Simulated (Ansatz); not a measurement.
# NiMoIrPdW (P3m1) in Ansatz: band structure with LDA

Aim: the band structure of NiMoIrPdW with LDA.

Program: Ansatz 0.2.0. These are calculated values, not measurements. Logs are shortened: lines on timing, memory, paths and dates and some standing lists are left out, and cuts for length are marked.

## (1) The crystal as given

It takes space group P3m1 (No. 156, trigonal). The conventional cell has a = 2.766 Å, b = 2.766 Å, c = 11.023 Å, α = 90.00°, β = 90.00°, γ = 120.00°. Ni (site symmetry 3m) has 3 Mo at 2.60 Å and 3 Pd at 2.71 Å and 6 Ni at 2.77 Å as nearest neighbours. Around Mo (site symmetry 3m) lie 3 Ni at 2.60 Å and 6 Mo at 2.77 Å and 3 Ir at 2.82 Å. Pd (site symmetry 3m) has 3 Ni at 2.71 Å and 3 W at 2.74 Å and 6 Pd at 2.77 Å as nearest neighbours. Around Ir (site symmetry 3m) lie 3 W at 2.74 Å and 6 Ir at 2.77 Å and 3 Mo at 2.82 Å. Around W (site symmetry 3m) lie 3 Pd at 2.74 Å and 3 Ir at 2.74 Å and 6 W at 2.77 Å.

The cell was built by a generator and needn't be a form met in nature.

## (2) Band structure, LDA, collinear spin, ferromagnetic start

input.yaml

```yaml
crystal:
  lattice:
    - [2.76616, 0.0, 0.0]
    - [-1.38308, 2.39557, 0.0]
    - [0.0, 0.0, 11.02292]
  atoms:
    - { symbol: Ni, position: [0.33333, 0.66667, 0.59712], spin: 1.0 }
    - { symbol: Mo, position: [0.0, 0.0, 0.41074], spin: 1.0 }
    - { symbol: Pd, position: [0.66667, 0.33333, 0.7952] }
    - { symbol: Ir, position: [0.66667, 0.33333, 0.1996], spin: 0.6 }
    - { symbol: W, position: [0.33333, 0.66667, 0.99734] }
kpoints:
  mp_grid: { grid: [8, 8, 2] }
  band_path:
    path:
      - [0.0, 0.0, 0.0]
      - [0.5, 0.0, 0.0]
      - [0.3333333333, 0.3333333333, 0.0]
      - [0.0, 0.0, 0.0]
      - [0.0, 0.0, 0.5]
      - [0.5, 0.0, 0.5]
      - [0.3333333333, 0.3333333333, 0.5]
      - [0.0, 0.0, 0.5]
    npoints: 12
scf:
  occupations: { method: fermi_dirac, width: 0.05 }
hamiltonian:
  xc: lda
  pseudopotentials: { kind: all_electron, lapw: { basis_error: 0.002 } }
magnetization:
  spin_polarized: true
output:
  forces: true
  stress: true
  eigenvalues: true
```

Potentials or basis: all-electron LAPW, scalar-relativistic.

On the command line:

```console
$ ansatz run input.yaml --threads 8 --pin off --max-ram 24576MiB --backend cpu --events-out ev --progress --plain --runs-dir out
```

Standard output:

```text
Warning: the atoms were moved onto the symmetric positions of the space group found under crystal.symmetry.tolerance 1.0e-5 (fractional; no operation is sought that the atoms, as they stand in a round, miss by more than twice it, and no atom is moved by as much as it), and the run uses the moved positions. Before a round's move an operation carried an atom to 2.77e-5 Å from where it should land, the largest such distance. Atom 0 (counting from 0) moved farthest, by 1.60e-5 Å; the longest move in fractions of the cell, of whichever atom, is 0.47 of the tolerance, in 1 round. To run the atoms as typed, lower crystal.symmetry.tolerance until the operations that they miss are no longer found, or set crystal.symmetry.detect: false (a key that needs symmetry detection or time reversal refuses this as the deck is read). The positions used, in the order of the run's atom list: position: [0.3333333333333333, 0.6666666666666666, 0.59712]; position: [0.0, 0.0, 0.41074]; position: [0.6666666666666666, 0.3333333333333333, 0.7952]; position: [0.6666666666666666, 0.3333333333333333, 0.1996]; position: [0.3333333333333333, 0.6666666666666666, 0.99734]; The lattice was moved too: crystal.lattice keeps the space group found at crystal.symmetry.tolerance 1.0e-5 only nearly: the operation that it misses by the most changes a squared length by the fraction 3.74e-6. The run uses the lattice that is a stretch of the typed one, with no rotation, onto the one that keeps every operation to a double's rounding (on a very oblique basis the stretch itself rounds by more); the deck's lattice vector that moved farthest moved by 2.98e-6 Å. To run the lattice as typed, set crystal.symmetry.tolerance under 3.73e-6, the least fraction by which an operation that the lattice misses changes a squared length (the same key also sets how far an atom may lie from its image, so lowering it can lose operations that the atoms keep only within it), or set crystal.symmetry.detect: false, as for the atoms. crystal.lattice made exact, in Å and degrees: [[2.766162984364202, 0.0, 0.0], [-1.383081492182101, 2.3955674154675757, 0.0], [0.0, 0.0, 11.02292]]. Pasted over the deck's crystal.lattice, beside positions in fractional coordinates, it runs the same cell (given as lengths and angles, that cell in the form's own orientation, a rigid turn of the misfit's size from the one run here, for which a checkpoint.post_process_only pass over this run's state can be refused: where this run relaxes nothing, give such a pass this deck's own crystal.lattice, as typed; behind a relaxation, as crystal.lattice, the state's own cell, identity.cell in its checkpoint.json), and a matrix so pasted ends this notice, except on a very skew basis of the lattice, where the rounding of the pasted numbers themselves can read as a misfit: the cell is then moved again, and that move is told again. The lattice as run is in this notice's lattice.as_run_ang field (Run.prep()["deck_notices"] in Python, the deck_notice line of an events file, deck_notices of ansatz run --dry-run=json, or deck_notices in record.json in the deck's checkpoint.write directory).
[... 92 lines left out ...]
  k-point 1 ↑: bands = ["-351.0415", "-351.0182", "-351.0182", "-301.0856", "-301.0571", "-301.0571", "-300.9901", "-300.9901", "-260.7624", "-260.7549", "-260.7549", "-260.7304", "-260.7304", "-208.5025", "-208.5025", "-208.4867", "-208.4626", "-208.4626", "-193.6017", "-193.6017", "-193.5877", "-193.5737", "-193.5737", "-77.9963", "-68.4768", "-60.3964", "-49.8567", "-38.9449", "-38.7341", "-38.7341", "-36.7353", "-32.9045", "-32.8935", "-32.8883", "-32.8795", "-32.8795", "-32.8664", "-32.8664", "-26.3090", "-25.9688", "-25.9688", "-25.2577", "-25.0357", "-25.0357", "-14.2493", "-13.4585", "-13.4585", "-10.9437", "-10.1527", "-10.1527", "-4.1056", "-4.0991", "-4.0991", "-4.0854", "-4.0854", "-4.0743", "-4.0112", "14.8170", "16.3647", "17.3901", "18.3181", "19.1506", "20.8701", "20.8701", "20.9821", "20.9821", "21.0246", "21.4469", "21.8896", "21.8896", "22.2733", "22.4795", "22.4795", "22.6757", "22.7280", "22.7280", "22.8778", "22.8778", "23.9425", "23.9425", "24.4898", "24.4898", "24.7883", "26.4527", "26.4527", "27.3468", "27.3468", "32.4722", "36.3718", "37.0471", "37.9776", "38.2948", "39.4371", "40.9313", "41.5496"]
  k-point 2 ↑: bands = ["-351.0415", "-351.0182", "-351.0182", "-301.0856", "-301.0571", "-301.0571", "-300.9901", "-300.9901", "-260.7624", "-260.7549", "-260.7549", "-260.7304", "-260.7304", "-208.5025", "-208.5025", "-208.4867", "-208.4626", "-208.4626", "-193.6017", "-193.6017", "-193.5877", "-193.5737", "-193.5737", "-77.9956", "-68.4719", "-60.3914", "-49.8414", "-38.9437", "-38.7418", "-38.7361", "-36.7074", "-32.9039", "-32.8944", "-32.8880", "-32.8799", "-32.8796", "-32.8664", "-32.8661", "-26.3030", "-26.0135", "-25.9797", "-25.2475", "-25.1101", "-25.0537", "-14.2244", "-13.6390", "-13.4997", "-10.9155", "-10.3405", "-10.1953", "-4.1038", "-4.0989", "-4.0966", "-4.0897", "-4.0865", "-4.0686", "-4.0183", "15.3536", "17.1697", "17.7424", "18.5435", "19.3642", "20.4057", "20.7203", "20.9609", "21.2425", "21.2736", "21.3584", "21.5104", "21.8038", "21.9062", "22.3884", "22.4639", "22.5558", "22.7641", "22.7877", "23.0693", "23.1699", "23.6012", "24.1125", "24.2690", "24.6827", "24.8414", "26.3983", "27.1276", "27.2627", "28.0163", "33.8396", "34.8263", "38.3968", "39.1325", "39.2303", "39.6755", "40.2767", "40.7825"]
  k-point 19 ↓: bands = ["-351.0415", "-351.0182", "-351.0182", "-301.0856", "-301.0571", "-301.0571", "-300.9901", "-300.9901", "-260.7624", "-260.7549", "-260.7549", "-260.7304", "-260.7304", "-208.5025", "-208.5025", "-208.4867", "-208.4626", "-208.4626", "-193.6017", "-193.6017", "-193.5877", "-193.5737", "-193.5737", "-77.9906", "-68.4397", "-60.3585", "-49.7405", "-38.9359", "-38.7771", "-38.7633", "-36.5215", "-32.9006", "-32.9004", "-32.8858", "-32.8821", "-32.8812", "-32.8658", "-32.8651", "-26.2640", "-26.2166", "-26.1365", "-25.4439", "-25.3123", "-25.1809", "-14.4181", "-14.1081", "-14.0595", "-11.1557", "-10.8302", "-10.7286", "-4.1067", "-4.1008", "-4.0955", "-4.0873", "-4.0857", "-4.0637", "-4.0303", "18.7215", "18.8798", "19.3740", "19.5244", "19.8916", "19.9715", "20.2059", "20.2995", "20.6465", "21.0173", "21.1048", "21.4708", "21.8577", "22.2518", "22.5322", "22.8471", "23.4054", "23.6571", "24.1498", "24.3281", "24.4862", "24.7742", "25.7621", "26.1162", "26.5882", "28.5066", "28.8879", "30.1816", "30.6984", "31.0242", "32.3434", "32.3977", "33.1681", "33.6128", "34.7406", "35.7821", "36.4595", "37.4525"]
```

bands.tsv:

```text
[... 99 lines left out ...]
```

Run time: 31 s. Hardware: 8 threads of Intel Xeon 6975P-C (Granite Rapids), shared host; peak memory 1.5 GiB.

Results:

```
Free energy             : -1212261.4870 eV
Pressure                : -14.2 GPa
Largest force           : 0.128 eV/Å
Band gap along the path : none (metal or under the smearing width)
Net moment              : 0.00 μB per cell
Absolute moment         : 0.00 μB per cell
```

Forces in eV/Å, atoms in the order of the input:
```
Ni   0.000  0.000 -0.128
Mo   0.000  0.000  0.051
Pd   0.000  0.000  0.114
Ir   0.000  0.000 -0.048
W    0.000  0.000  0.011
```

Levels at the corners of the path, in eV from the Fermi level:
Spin up:
```tsv
point	band 76	band 77	band 78	band 79	band 80	band 81
Γ	-1.05	-1.05	-0.88	-0.32	-0.32	-0.19
M	-0.19	0.69	1.00	1.28	1.62	2.30
K	-0.12	-0.07	0.10	0.57	1.36	1.83
Γ	-1.05	-1.05	-0.88	-0.32	-0.32	-0.19
A	-1.43	-1.28	-1.28	-0.21	-0.21	0.34
L	-0.27	0.63	1.00	1.46	2.19	2.40
H	-0.14	-0.05	0.12	0.39	1.37	2.07
A	-1.43	-1.28	-1.28	-0.21	-0.21	0.34
```
Spin down:
| point | band 75 | band 76 | band 77 | band 78 | band 79 | band 80 | band 81 | band 82 |
| --- | --- | --- | --- | --- | --- | --- | --- | --- |
| Γ | -1.50 | -1.05 | -1.05 | -0.88 | -0.32 | -0.32 | -0.19 | 0.36 |
| M | -0.39 | -0.19 | 0.69 | 1.00 | 1.28 | 1.62 | 2.30 | 2.71 |
| K | -0.20 | -0.12 | -0.07 | 0.10 | 0.57 | 1.36 | 1.83 | 2.52 |
| Γ | -1.50 | -1.05 | -1.05 | -0.88 | -0.32 | -0.32 | -0.19 | 0.36 |
| A | -1.43 | -1.43 | -1.28 | -1.28 | -0.21 | -0.21 | 0.34 | 0.34 |
| L | -0.39 | -0.27 | 0.63 | 1.00 | 1.46 | 2.19 | 2.40 | 2.57 |
| H | -0.22 | -0.14 | -0.05 | 0.12 | 0.39 | 1.37 | 2.07 | 2.59 |
| A | -1.43 | -1.43 | -1.28 | -1.28 | -0.21 | -0.21 | 0.34 | 0.34 |

Caveat: the k mesh is thin for a metal, which can move the energy by tens of meV per atom; spin-orbit coupling is left out, which moves the levels of the heavy elements; the starting moments weren't kept.
